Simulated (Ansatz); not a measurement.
# C2HF3Zr: up Jacob's ladder to CCSD(T)

The task here is to estimate one member of a computed series from the others.

Method: functionals in def2-TZVPP, the program's frozen cores in correlated methods; program: Ansatz 0.2.0, Gaussian basis.

Plan: LDA (SPW92), PBE-D4, revPBE-D4, BLYP-D4, r2SCAN-D4, B97M-V, PBE0-D4, B3LYP-D4, r2SCANh-D4, r2SCAN0-D4, HSE06-D4, BHLYP-D4, CAM-B3LYP-D4, LC-ωPBE, ωB97X-V, ωB97M-V, B2PLYP, PBE-QIDH; CCSD(T)/def2-SVP; CCSD(T)/def2-TZVPP; MP2/def2-QZVPP; extrapolation to the limit; RPA on PBE.

### Structure used throughout

An earlier PBE0-D4 in a triple-zeta def2 set relaxation fixed the geometry. Zr takes the def2 core potential; no spin-orbit term is included.

7 atoms, charge 0, spin multiplicity 1.

Atoms are counted from 1 here; the program's logs count them from 0.

Bond lengths: C1–C2 1.215 Å, C1–H7 1.068 Å, C2–Zr3 2.176 Å, Zr3–F4 1.890 Å, Zr3–F5 1.890 Å, Zr3–F6 1.890 Å. Angles: C2–C1–H7 180.0°, C1–C2–Zr3 179.9°, C2–Zr3–F4 109.2°, C2–Zr3–F5 109.2°, C2–Zr3–F6 109.2°, F4–Zr3–F5 109.8°, F4–Zr3–F6 109.8°, F5–Zr3–F6 109.8°.

Coordinates:

```mol
C2HF3Zr
  3D, bonds by distance, orders not assigned

  7  6  0  0  0  0  0  0  0  0999 V2000
    1.7100   -1.0373    0.9743 C   0  0
    0.7759   -0.4716    0.4425 C   0  0
   -0.8965    0.5436   -0.5107 Zr  0  0
   -2.0939   -0.7458   -1.2012 F   0  0
   -0.2450    1.6281   -1.9151 F   0  0
   -1.7814    1.6175    0.7686 F   0  0
    2.5310   -1.5345    1.4417 H   0  0
  1  2  8  0
  2  3  8  0
  3  4  8  0
  3  5  8  0
  3  6  8  0
  1  7  8  0
M  END
```

The first run:

in.yaml

```yaml
crystal:
  periodic: [false, false, false]
  atoms:
    - {symbol: C, position_ang: [1.709986, -1.037339, 0.974263]}
    - {symbol: C, position_ang: [0.775856, -0.471627, 0.442485]}
    - {symbol: Zr, position_ang: [-0.896538, 0.543627, -0.510704]}
    - {symbol: F, position_ang: [-2.093869, -0.745798, -1.201229]}
    - {symbol: F, position_ang: [-0.245029, 1.628128, -1.915123]}
    - {symbol: F, position_ang: [-1.781412, 1.617532, 0.768649]}
    - {symbol: H, position_ang: [2.531006, -1.534533, 1.441658]}
basis:
  gaussian: {orbitals: def2-TZVPP}
hamiltonian: {xc: lda}
output: {orbitals: {seedname: orbitals}}
```

Started as:

```console
$ ansatz run in.yaml --threads 4 --pin off --events-out ev --progress --plain --max-ram 10444MiB
```

Steps of the session up to this table: LDA; PBE-D4 (GGA); revPBE-D4 (GGA); BLYP-D4 (GGA); r2SCAN-D4 (meta-GGA); B97M-V (meta-GGA); PBE0-D4 (hybrid); B3LYP-D4 (hybrid); r2SCANh-D4 (hybrid); r2SCAN0-D4 (hybrid); HSE06-D4 (hybrid); BHLYP-D4 (hybrid); CAM-B3LYP-D4 (range-separated); LC-ωPBE (range-separated); ωB97X-V (range-separated); ωB97M-V (range-separated); B2PLYP (double hybrid); PBE-QIDH (double hybrid).

One table of the session follows, with a row left open; its other results are not shown here.

It belongs to the step «Orbital energies across the functionals». 

```
  functional  HOMO (eV)  LUMO (eV)  gap (eV)
 LDA (SPW92)      -7.73      -3.16      4.57
      PBE-D4      -7.48      -2.86      4.62
   revPBE-D4      -7.39      -2.74      4.65
     BLYP-D4      -7.31      -2.75      4.56
   r2SCAN-D4      -7.74      -2.70      5.03
      B97M-V      -7.68      -2.65      5.03
     PBE0-D4      -8.71      -2.05      6.66
    B3LYP-D4      -8.46      -2.28      6.18
  r2SCANh-D4      -8.20      -2.41      5.79
  r2SCAN0-D4      -8.89      -1.95      6.94
    HSE06-D4      -8.31      -2.42      5.88
    BHLYP-D4      -9.76      -1.11      8.66
CAM-B3LYP-D4     -10.05      -0.96      9.09
     LC-ωPBE          ?          ?         ?
     ωB97X-V     -11.04       0.18     11.22
     ωB97M-V     -10.93       0.07     11.01
```

Q: Estimate the row for LC-ωPBE from the others.

The run gave: HOMO (eV): -11.46; LUMO (eV): 0.28; gap (eV): 11.74. In the column «HOMO (eV)» it is the lowest.
